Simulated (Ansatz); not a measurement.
# BClH2O2: a dynamics run in two tries

Wanted: a short trajectory, and a check that the input is sound. SMILES of the start: OB(O)Cl.

Program: Ansatz 0.2.0. Level of theory: RKS PBE/STO-3G. These are calculated values, not measurements.

### 1 The structure to begin with

Bond lengths: B1–Cl2 1.833 Å, B1–O3 1.391 Å, O3–H4 1.033 Å, B1–O5 1.391 Å, O5–H6 1.036 Å. Angles: Cl2–B1–O3 118.6°, Cl2–B1–O5 119.9°, O3–B1–O5 121.5°, B1–O3–H4 106.7°, B1–O5–H6 105.4°.

As a file:

```xyz
6

B     0.0896   -0.2408    0.0673
Cl   -0.2471    0.1661    1.8227
O     1.4094   -0.2528   -0.3721
H     1.3868   -0.5111   -1.3716
O    -0.9658   -0.5199   -0.7955
H    -1.8219   -0.4340   -0.2189
```

### 2 The run

File input.yaml:

```yaml
crystal:
  periodic: [false, false, false]
  atoms:
    - { symbol: B, position_ang: [0.089568, -0.240771, 0.067341] }
    - { symbol: Cl, position_ang: [-0.247055, 0.1661, 1.822668] }
    - { symbol: O, position_ang: [1.409372, -0.252766, -0.372144] }
    - { symbol: H, position_ang: [1.386802, -0.511128, -1.371556] }
    - { symbol: O, position_ang: [-0.965786, -0.519889, -0.795485] }
    - { symbol: H, position_ang: [-1.821872, -0.434029, -0.218929] }
basis:
  gaussian: { orbitals: STO-3G }
hamiltonian:
  xc: pbe
md:
  timestep: 0.25
  n_steps: 25
  ensemble: nvt_nose_hoover
  temperature: 1000.0
  initial_velocities: maxwell_boltzmann
  seed: 548092
  nose_hoover: { tau: 20.0, chain_length: 1 }
  masses: [{ species: B, mass: 0.0 }]
```

The run is started by

```
> ansatz run input.yaml --threads 1 --pin off --max-ram 2048MiB --backend cpu --events-out ev --progress --plain --runs-dir out
```

What does the calculation give? Wanted: first try.

As calculated:

| quantity | value |
| --- | --- |
| first try | refused |
| cause | an atom is given no mass, so any force would accelerate it without limit |

The fault in the first input was caught at the input check and cost nothing.
